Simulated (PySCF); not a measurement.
**CH6AsNSi (SMILES C=N[SiH2][AsH2]) at CCSD(T)/STO-3G**

Aim: the vertical singlet–triplet gap of CH6AsNSi at CCSD(T)/STO-3G, from 2 runs. The job is set up through a Python script.

Program for the calculation: PySCF 2.14.0.

## 1. Starting point

CH6AsNSi: 10 atoms, total charge 0, spin state singlet. As SMILES, `C=N[SiH2][AsH2]`. The shape comes from GFN2-xTB, which is rough for such elements, and wasn't checked as a minimum. This is one conformer, not always the lowest.

Bond lengths: C1–N2 1.249 Å, N2–Si3 1.718 Å, Si3–As4 2.333 Å, C1–H5 1.094 Å, C1–H6 1.088 Å, Si3–H7 1.476 Å, Si3–H8 1.465 Å, As4–H9 1.498 Å, As4–H10 1.505 Å. Some angles: C1–N2–Si3 134.8°, N2–Si3–As4 106.3°, N2–C1–H5 124.9°, N2–C1–H6 119.3°, N2–Si3–H7 116.6°, N2–Si3–H8 101.8°, As4–Si3–H7 110.2°, As4–Si3–H8 112.4°, Si3–As4–H9 92.6°, Si3–As4–H10 92.9°.

## 2. A single-point energy at CCSD(T)/STO-3G

job.py reads:

```python
from pyscf import gto, cc

mol = gto.Mole()
mol.atom = '''
C     -0.706039     3.432366     0.596738
N     -1.344937     1.163032     0.712502
Si     0.191864    -1.612730     1.400193
As     0.819045    -3.669773    -2.449444
H      1.158988     4.162783     1.109364
H     -2.067285     4.829743    -0.051230
H      2.605970    -1.392747     2.779749
H     -1.663224    -2.905586     2.998258
H     -1.440028    -2.434610    -3.626044
H      2.445646    -1.572479    -3.470104
'''
mol.unit = 'bohr'
mol.max_memory = 1860
mol.basis = 'sto-3g'
mol.verbose = 4
mol.build()

mf = mol.RHF()
mf.conv_tol = 1e-10
mf.kernel()
if not mf.converged:
    mf = mf.newton().run(mf.mo_coeff, mf.mo_occ)

mycc = cc.CCSD(mf, frozen=16)
mycc.kernel()
e_t = mycc.ccsd_t()
e_tot = mycc.e_tot + e_t
print('Final energy', e_tot)
```

Started as:

```bash
$ OMP_NUM_THREADS=1 python job.py
```

What it wrote:

```text
PySCF version 2.14.0

[... 66 lines left out ...]
converged SCF energy = -2589.50804403191
[... 1 line left out ...]
******** <class 'pyscf.cc.ccsd.CCSD'> ********
CC2 = 0
CCSD nocc = 17, nmo = 27
frozen orbitals 16
max_cycle = 50
direct = 0
conv_tol = 1e-07
conv_tol_normt = 1e-05
diis_space = 6
diis_start_cycle = 0
diis_start_energy_diff = 1e+09
Init t2, MP2 energy = -2589.69408742507  E_corr(MP2) -0.186043393156778
Init E_corr(CCSD) = -0.186043393156924
cycle = 1  E_corr(CCSD) = -0.21973990343149  dE = -0.0336965103  norm(t1,t2) = 0.064232
cycle = 2  E_corr(CCSD) = -0.232497995679899  dE = -0.0127580922  norm(t1,t2) = 0.0253283
cycle = 3  E_corr(CCSD) = -0.240213137155797  dE = -0.00771514148  norm(t1,t2) = 0.0113959
cycle = 4  E_corr(CCSD) = -0.240856130188606  dE = -0.000642993033  norm(t1,t2) = 0.00254237
cycle = 5  E_corr(CCSD) = -0.240793663929138  dE = 6.24662595e-05  norm(t1,t2) = 0.0009928
cycle = 6  E_corr(CCSD) = -0.240794574209792  dE = -9.10280654e-07  norm(t1,t2) = 0.000194457
cycle = 7  E_corr(CCSD) = -0.240796153742088  dE = -1.5795323e-06  norm(t1,t2) = 7.87131e-05
cycle = 8  E_corr(CCSD) = -0.240797251405663  dE = -1.09766358e-06  norm(t1,t2) = 2.67763e-05
cycle = 9  E_corr(CCSD) = -0.240797126021548  dE = 1.25384115e-07  norm(t1,t2) = 1.0885e-05
cycle = 10  E_corr(CCSD) = -0.240797451123324  dE = -3.25101777e-07  norm(t1,t2) = 5.43197e-06
cycle = 11  E_corr(CCSD) = -0.240797559921738  dE = -1.08798413e-07  norm(t1,t2) = 2.52107e-06
cycle = 12  E_corr(CCSD) = -0.240797584191777  dE = -2.42700392e-08  norm(t1,t2) = 1.40432e-06
CCSD converged
E(CCSD) = -2589.748841616103  E_corr = -0.2407975841917769
CCSD(T) correction = -0.00255445784740933
Final energy -2589.7513960739507
```

It took 1.2 s on 1 thread of Arm Neoverse V2, shared host; peak memory 0.13 GiB.

## 3. The triplet

calc.py reads:

```python
from pyscf import gto, cc

mol = gto.Mole()
mol.atom = [
    ('C', (-0.373620, 1.816330, 0.315780)),
    ('N', (-0.711710, 0.615450, 0.377040)),
    ('Si', (0.101530, -0.853420, 0.740950)),
    ('As', (0.433420, -1.941960, -1.296190)),
    ('H', (0.613310, 2.202850, 0.587050)),
    ('H', (-1.093960, 2.555790, -0.027110)),
    ('H', (1.379020, -0.737010, 1.470980)),
    ('H', (-0.880140, -1.537570, 1.586610)),
    ('H', (-0.762030, -1.288340, -1.918820)),
    ('H', (1.294180, -0.832120, -1.836300)),
]
mol.basis = 'sto-3g'
mol.verbose = 4
mol.spin = 2
mol.max_memory = 1860
mol.build()

mf = mol.UHF()
mf.conv_tol = 1e-10
mf.kernel()
if not mf.converged:
    mf = mf.newton().run(mf.mo_coeff, mf.mo_occ)

mycc = cc.CCSD(mf, frozen=16)
mycc.kernel()
e_t = mycc.ccsd_t()
etot = mycc.e_tot + e_t
print('Final energy', etot)
```

Started as:

```bash
$ OMP_NUM_THREADS=1 python calc.py
```

What it wrote:

```text
PySCF version 2.14.0

[... 45 lines left out ...]
WARN: HOMO -0.00952586337054817 >= LUMO -0.312689594193613
[... 66 lines left out ...]
converged SCF energy = -2589.40692153576  <S^2> = 2.00782  2S+1 = 3.0052088
[... 12 lines left out ...]
Init t2, MP2 energy = -0.135026985160974
[... 17 lines left out ...]
UCCSD converged
[... 2 lines left out ...]
Final energy -2589.597566894532
```

Run time: 2.5 s. Hardware: 1 thread of Arm Neoverse V2, shared host; peak memory 0.14 GiB.

## 4. Outcome

At CCSD(T)/STO-3G, 16 core orbitals frozen:

| quantity | value |
| --- | --- |
| singlet: total energy | -2589.75140 Eh |
| singlet: dipole moment (Hartree–Fock density) | 1.40 D |
| singlet: HOMO energy (Hartree–Fock orbitals) | -7.35 eV |
| singlet: LUMO energy (Hartree–Fock orbitals) | 7.76 eV |
| singlet: HOMO–LUMO gap (Hartree–Fock orbitals) | 15.11 eV |
| singlet: correlation energy (16 core orbitals frozen) | -243.4 mEh |
| singlet: (T) correction | -2.55 mEh |
| singlet: T1 diagnostic | 0.006 |
| triplet: total energy | -2589.59757 Eh |
| triplet: dipole moment (Hartree–Fock density) | 0.89 D |
| triplet: HOMO energy (Hartree–Fock orbitals) (highest over α and β) | -4.39 eV |
| triplet: LUMO energy (Hartree–Fock orbitals) (lowest over α and β) | 6.01 eV |
| triplet: correlation energy (16 core orbitals frozen) | -190.6 mEh |
| triplet: (T) correction | -2.23 mEh |
| triplet: ⟨S²⟩ of the reference determinant | 2.008 |
| triplet: T1 diagnostic | 0.011 |
| vertical energy of the triplet above the singlet | 4.186 eV |

What this shows: At this shape the triplet lies 4.19 eV (404 kJ/mol) above the singlet. In a minimal basis such a difference can be off by several eV, whatever the method. The triples (singlet) make up 1.0 % of the correlation energy. The triples (triplet) make up 1.2 % of the correlation energy.
